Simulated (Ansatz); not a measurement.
# CH2BNO2: the cost of one run

Program: Ansatz 0.2.0. Level of theory: RKS PBE0-D4/def2-SVP. These are calculated values, not measurements.

## Step 1: Starting point

Bond lengths: O1–B2 1.403 Å, B2–N3 1.471 Å, N3–C4 1.340 Å, B2–O5 1.439 Å, C4–O5 1.465 Å, O1–H6 0.986 Å, C4–H7 1.052 Å. Angles: O1–B2–N3 137.3°, O1–B2–O5 136.9°, N3–B2–O5 85.8°, B2–O1–H6 109.8°, B2–N3–C4 94.0°, N3–C4–O5 89.7°, N3–C4–H7 137.9°, O5–C4–H7 131.8°, B2–O5–C4 90.2°.

Coordinates:

```xyz
7

O    -1.4796    1.1317    0.6955
B    -0.5120    0.2874    0.1302
N     0.5717    0.3939   -0.8588
C     0.9929   -0.8640   -0.6728
O    -0.1147   -1.0892    0.2600
H    -1.1042    1.5895    1.4843
H     1.7072   -1.5173   -1.0841
```

## Step 2: Relaxing the start

Contents of input.yaml:

```yaml
crystal:
  periodic: [false, false, false]
  atoms:
    - { symbol: O, position_ang: [-1.4796, 1.1317, 0.6955] }
    - { symbol: B, position_ang: [-0.512, 0.2874, 0.1302] }
    - { symbol: "N", position_ang: [0.5717, 0.3939, -0.8588] }
    - { symbol: C, position_ang: [0.9929, -0.864, -0.6728] }
    - { symbol: O, position_ang: [-0.1147, -1.0892, 0.26] }
    - { symbol: H, position_ang: [-1.1042, 1.5895, 1.4843] }
    - { symbol: H, position_ang: [1.7072, -1.5173, -1.0841] }
basis:
  gaussian: { orbitals: def2-SVP }
hamiltonian:
  xc: pbe0
  dispersion: d4
relax:
  f_tol: 0.02
  max_steps: 40
```

Run with:

```sh
ansatz run input.yaml --threads 1 --pin off --max-ram 2048MiB --backend cpu --events-out ev --progress --plain --runs-dir out
```

Q: Estimate wall time and peak memory on 1 thread of an Arm CPU, shared host.

About 34 s, with a peak of 0.15 GiB.
